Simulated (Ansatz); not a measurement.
# CH8OSSi2: the cost of one run

Method: UKS B3LYP/STO-3G, in Ansatz 0.2.0.

### Step 1. The system as given

Bond lengths: Si1–S2 2.520 Å, Si1–O3 1.577 Å, Si1–C4 2.193 Å, O3–C4 1.391 Å, Si1–H6 1.467 Å, Si1–Si7 2.297 Å, S2–H8 1.326 Å, C4–H9 1.088 Å, C4–H10 1.093 Å, Si7–H11 1.465 Å, Si7–H12 1.461 Å, Si7–H13 1.463 Å. Angles (14 of 24 angles, heavy atoms first): S2–Si1–O3 106.3°, S2–Si1–C4 79.0°, S2–Si1–Si7 103.0°, O3–Si1–C4 39.2°, O3–Si1–Si7 110.5°, C4–Si1–Si7 145.4°, Si1–O3–C4 95.1°, Si1–C4–O3 45.7°, Si1–S2–H8 95.3°, S2–Si1–H6 96.4°, O3–Si1–H6 113.7°, C4–Si1–H6 89.9°, H6–Si1–Si7 123.6°, Si1–C4–H9 98.3°.

Coordinates:

```xyz
13

Si   -0.3454    0.3051    0.1323
S     1.9804   -0.3954    0.8042
O    -1.0206   -0.9646   -0.5151
C    -0.6436   -1.8361    0.5009
H     0.6844   -1.6467    0.8482
H    -0.8248    0.6015    1.4872
Si    0.0378    1.9145   -1.4616
H     1.7769   -0.2633    2.1076
H    -1.2661   -1.7568    1.3902
H    -0.7272   -2.8568    0.1188
H    -0.5014    3.1831   -0.9669
H     1.4677    2.0878   -1.7078
H    -0.6182    1.6277   -2.7380
```

### Step 2. Run 1

150 steps of 0.5 fs at constant energy, with velocities drawn for 300 K.

input.yaml reads:

```yaml
crystal:
  periodic: [false, false, false]
  atoms:
    - { symbol: Si, position_ang: [-0.3454, 0.3051, 0.1323] }
    - { symbol: S, position_ang: [1.9804, -0.3954, 0.8042] }
    - { symbol: O, position_ang: [-1.0206, -0.9646, -0.5151] }
    - { symbol: C, position_ang: [-0.6436, -1.8361, 0.5009] }
    - { symbol: H, position_ang: [0.6844, -1.6467, 0.8482] }
    - { symbol: H, position_ang: [-0.8248, 0.6015, 1.4872] }
    - { symbol: Si, position_ang: [0.0378, 1.9145, -1.4616] }
    - { symbol: H, position_ang: [1.7769, -0.2633, 2.1076] }
    - { symbol: H, position_ang: [-1.2661, -1.7568, 1.3902] }
    - { symbol: H, position_ang: [-0.7272, -2.8568, 0.1188] }
    - { symbol: H, position_ang: [-0.5014, 3.1831, -0.9669] }
    - { symbol: H, position_ang: [1.4677, 2.0878, -1.7078] }
    - { symbol: H, position_ang: [-0.6182, 1.6277, -2.738] }
magnetization:
  spin_polarized: true
basis:
  gaussian: { orbitals: STO-3G }
hamiltonian:
  xc: b3lyp
md:
  timestep: 0.5
  n_steps: 150
  ensemble: nve
  temperature: 300.0
  initial_velocities: maxwell_boltzmann
  seed: 287608
```

On the command line:

```console
ansatz run input.yaml --threads 1 --pin off --max-ram 2048MiB --backend cpu --events-out ev --progress --plain --runs-dir out
```

Q: Estimate wall time and peak memory on 1 thread of Arm Neoverse V1, shared host.

About 13 min, with a peak of 0.17 GiB.
